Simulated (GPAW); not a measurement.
Here is a GPAW 26.7.0 calculation.

File run.py:

```python
from ase import Atoms
from ase.dft.bandgap import bandgap
from ase.io import write
from ase.units import GPa
from gpaw import GPAW, PW, setup_paths

setup_paths.insert(0, '.')

atoms = Atoms(['Te', 'Te', 'Te', 'Sn'],
              cell=[[0.0, 3.861219, 3.861219],
                    [3.861219, 0.0, 3.861219],
                    [3.861219, 3.861219, 0.0]],
              scaled_positions=[[0.5, 0.5, 0.5],
                                [0.75, 0.75, 0.75],
                                [0.25, 0.25, 0.25],
                                [0.0, 0.0, 0.0]],
              pbc=True)

calc = GPAW(mode=PW(600),
            xc='PBEsol',
            kpts={'size': (6, 6, 6), 'gamma': True},
            occupations={'name': 'fermi-dirac', 'width': 0.05},
            nbands=28,
            convergence={'density': 1e-05, 'energy': 1e-05},
            maxiter=150,
            txt='gpaw.txt')
atoms.calc = calc
energy = atoms.get_potential_energy()
forces = atoms.get_forces()
stress = atoms.get_stress()
calc.write('gs.gpw')
write('result.traj', atoms)
print(f'Energy: {energy:.6f} eV')
print('Forces (eV/A):')
print(forces.round(4))
print('Stress (GPa):', (stress / GPa).round(3))
print('Fermi level:', round(calc.get_fermi_level(), 4), 'eV')
print(f'Gap: {bandgap(calc)[0]:.4f} eV, direct: {bandgap(calc, direct=True)[0]:.4f} eV')

path = atoms.cell.bandpath('GXWKGLUWLK,UX', npoints=60, eps=1e-4)
bs_calc = calc.fixed_density(kpts=path, symmetry='off', nbands=48,
                             convergence={'bands': 'CBM+6.0', 'eigenstates': 1e-6}, txt='bands.txt')
bs = bs_calc.band_structure()
bs.write('bs.json')
print(f'Gap on the path: {bandgap(bs_calc)[0]:.4f} eV')
```

Potentials or basis: PAW data sets generated in the run's folder for this functional, pw.

Launch:

```bash
$ gpaw-setup -f PBEsol Sn Te
$ OMP_NUM_THREADS=1 python run.py
```

**Question.** Estimate the pressure.

**Answer.** -3.2 GPa.

**Question.** Predict the band gap along the path.

**Answer.** None (metal or under the smearing width).

Levels at the corners of the path, in eV from the Fermi level:
```csv
point,band 13,band 14,band 15,band 16,band 17,band 18,band 19,band 20
Γ,-3.29,-3.29,-3.29,-1.83,-1.83,-1.83,3.09,3.09
X,-0.94,-0.57,-0.57,0.06,0.18,0.18,2.10,3.28
W,-3.56,-0.32,-0.24,0.28,0.28,1.33,2.41,2.41
K,-2.42,-1.20,-0.42,-0.29,0.63,1.08,2.50,2.87
Γ,-3.29,-3.29,-3.29,-1.83,-1.83,-1.83,3.09,3.09
L,-3.42,-2.01,-1.93,0.39,0.39,1.28,1.81,1.81
U,-2.42,-1.20,-0.42,-0.29,0.63,1.08,2.50,2.87
W,-3.56,-0.32,-0.24,0.28,0.28,1.33,2.41,2.41
L,-3.42,-2.01,-1.93,0.39,0.39,1.28,1.81,1.81
K,-2.42,-1.20,-0.42,-0.29,0.63,1.08,2.50,2.87
U,-2.42,-1.20,-0.42,-0.29,0.63,1.08,2.50,2.87
X,-0.94,-0.57,-0.57,0.06,0.18,0.18,2.10,3.28
```

Caveat: spin-orbit coupling is left out, which moves the levels of the heavy elements.
